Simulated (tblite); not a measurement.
# C₁₅H₁₂O₂: excited states

Computed with tblite 0.8.0 and PySCF 2.14.0 and routines of our own; the level stands in each step. Atoms count from 0.

## Step 1: The starting structure

29 atoms, charge 0, multiplicity 1; geometry from: force field or distance geometry start.

## Step 2: Optimising the geometry with GFN2-xTB

What the job is given:

```
{"job": {"kind": "relax", "xc": "GFN2-xTB", "basis": "xTB"}, "charge": 0, "multiplicity": 1}
O      6.653000     0.101400     0.812900
C      5.876300    -0.574500     0.132900
C      4.438300    -0.320300     0.094800
C      3.611600    -1.122100    -0.705300
C      2.235100    -0.886300    -0.741600
C      1.662300     0.162100    -0.012300
C      0.231800     0.472600    -0.067700
C     -0.725900    -0.461100    -0.093000
C     -2.163200    -0.160600    -0.150500
C     -2.742100     0.885500     0.595800
C     -4.116500     1.130400     0.536500
C     -4.925900     0.320800    -0.251200
O     -6.272700     0.527600    -0.324500
C     -4.375300    -0.725300    -0.987100
C     -3.008500    -0.960200    -0.927200
C      2.500900     0.980600     0.776100
C      3.880300     0.742400     0.823900
H      6.248400    -1.433100    -0.457800
H      4.028100    -1.945500    -1.271300
H      1.620000    -1.511500    -1.377000
H     -0.023300     1.534100    -0.064700
H     -0.485300    -1.521900    -0.090800
H     -2.112500     1.520200     1.242100
H     -4.535900     1.940500     1.120400
H     -6.500100     1.290400     0.227000
H     -5.032400    -1.353000    -1.589000
H     -2.593300    -1.789700    -1.506300
H      2.089900     1.807700     1.341600
H      4.517200     1.377000     1.429900
```

Run with:

```
> OMP_NUM_THREADS=2 python excited_run.py task.json out
```

This one command runs all jobs of the session in turn.

Q: Estimate the wall time and peak memory of this first job on 2 threads of Intel Xeon at 2.50GHz, shared host.

About 20 s, with a peak of 0.18 GiB.
